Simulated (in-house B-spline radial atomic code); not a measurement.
# In²⁰⁺: one electron outside a closed core

How much does correlation with the core [Ar] 3d10 bind the valence electron of In²⁰⁺, and what spectrum follows?

Program: an in-house B-spline radial atomic code, version 1. Level of theory: frozen-core Dirac-Hartree-Fock, second-order and screened correlation potential (Brueckner orbitals), static RPA core polarisation, Breit and QED for the lowest s, p, d states, no-pair Dirac-Coulomb. These are calculated values, not measurements, unless marked.

## Step 1: What is computed

| Quantity | Value |
| --- | --- |
| element | indium (Z = 49) |
| charge | +20 |
| core | [Ar] 3d10 |
| nucleus | mass number 115, rms radius 4.616 fm |

## Step 2: The run

The run's settings:

```ini
basis_form = 2
Z = 49
core_configuration = [Ar] 3d10
rms_radius = 4.6156
mass_number = 115
speed_of_light = 137.035999084
box_radius = 10.057
lmax = 6
intervals = 62
virtual_cutoff = 4802.0
```

On the command line:

```sh
python run_mb.py task.json out
```

task.json holds these settings.

After this run come: Transitions.

Before running it: what results should come out? Wanted: lowest one-electron state over this core; next one-electron state; strongest of the lines computed from the lowest state; polarisability of the lowest state; core polarisability.

**Answer**, as computed:

```
                                                                                   quantity                                                                value
                                                   lowest one-electron state over this core                                                                4s1/2
                                                                         its removal energy                                            593.35 eV (DHF 592.29 eV)
                                                                    next one-electron state                                                    4p1/2 at 42.91 eV
strongest of the lines computed from the lowest state (states outside the list are missing)                                           4p3/2, 23.26 nm, f = 0.442
                                                         polarisability of the lowest state                                                         0.2079 bohr³
                                                                        core polarisability                                                        0.02084 bohr³
                                                           semi-empirical ionisation energy  593.38 ± 0.2 eV (NIST Atomic Spectra Database, ionization energies)
```

In words: Correlation with the core binds 4s1/2 more tightly by 0.26 % of its DHF energy; screening changes the second-order Brueckner shift by -6.6 %. The quantum defects of the lowest states are s 0.82, p 0.70, d 0.43, f 0.10, g 0.01: they fall with l, as the electron reaches less into the core. Core polarisation and Brueckner orbitals change the element of the strongest line by -4.7 %. The semi-empirical ionisation energy, 593.38 ± 0.2 eV, is missed by -0.0052 % at the final rung.
